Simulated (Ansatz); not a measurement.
**AlFH₂OS: small, medium and large basis sets**

An exercise on one series of results from a longer session: the logs are not shown, and one member is left open.

Program: Ansatz 0.2.0, Gaussian basis. Level of theory: one geometry, several basis sets. These are calculated values, not measurements.

Plan: PBE0-D4/def2-SVP; ωB97M-V/def2-SVP; PBE0-D4/def2-QZVPP; ωB97M-V/def2-QZVPP; the functionals' def2-TZVPP values are taken from earlier runs.

### The relaxed structure

All runs share one geometry, relaxed beforehand with PBE0-D4 in a triple-zeta def2 set.

SMILES `[OH][Al]([F])[SH]`, 6 atoms, charge 0, spin multiplicity 1.

Atoms are counted from 1 here; the program's logs count them from 0.

Bond lengths: O1–Al2 1.679 Å, O1–H5 0.955 Å, Al2–F3 1.641 Å, Al2–S4 2.167 Å, S4–H6 1.345 Å. Angles: Al2–O1–H5 125.1°, O1–Al2–F3 118.1°, O1–Al2–S4 123.1°, F3–Al2–S4 118.8°, Al2–S4–H6 92.0°.

The first run:

Contents of in.yaml:

```yaml
crystal:
  periodic: [false, false, false]
  atoms:
    - {symbol: O, position_ang: [1.399563, -0.456348, -1.028912]}
    - {symbol: Al, position_ang: [0.238559, -0.260759, 0.168068]}
    - {symbol: F, position_ang: [0.421348, -1.100986, 1.565665]}
    - {symbol: S, position_ang: [-1.478595, 1.043103, -0.050262]}
    - {symbol: H, position_ang: [1.392230, -0.019295, -1.877868]}
    - {symbol: H, position_ang: [-1.931004, 0.730385, 1.177109]}
basis:
  gaussian: {orbitals: def2-SVP}
hamiltonian: {xc: pbe0, dispersion: d4}
output: {orbitals: {seedname: orbitals}}
```

Steps of the session up to this table: PBE0-D4 in def2-SVP; ωB97M-V in def2-SVP; PBE0-D4 in def2-QZVPP; ωB97M-V in def2-QZVPP.

One table of the session follows, with a row left open; its other results are not shown here.

It belongs to the step «Functionals by basis». 

| functional | basis | HOMO (eV) |
| --- | --- | --- |
| PBE0-D4 | def2-SVP | -7.88 |
| PBE0-D4 | def2-TZVPP | -8.05 |
| PBE0-D4 | def2-QZVPP | -8.08 |
| ωB97M-V | def2-SVP | ? |
| ωB97M-V | def2-TZVPP | -10.23 |
| ωB97M-V | def2-QZVPP | -10.28 |

Q: Estimate the row for ωB97M-V, def2-SVP from the others.

**Answer.** HOMO (eV): -10.02. In the column «HOMO (eV)» it lies between ωB97M-V, def2-TZVPP (-10.23) and PBE0-D4, def2-QZVPP (-8.08).
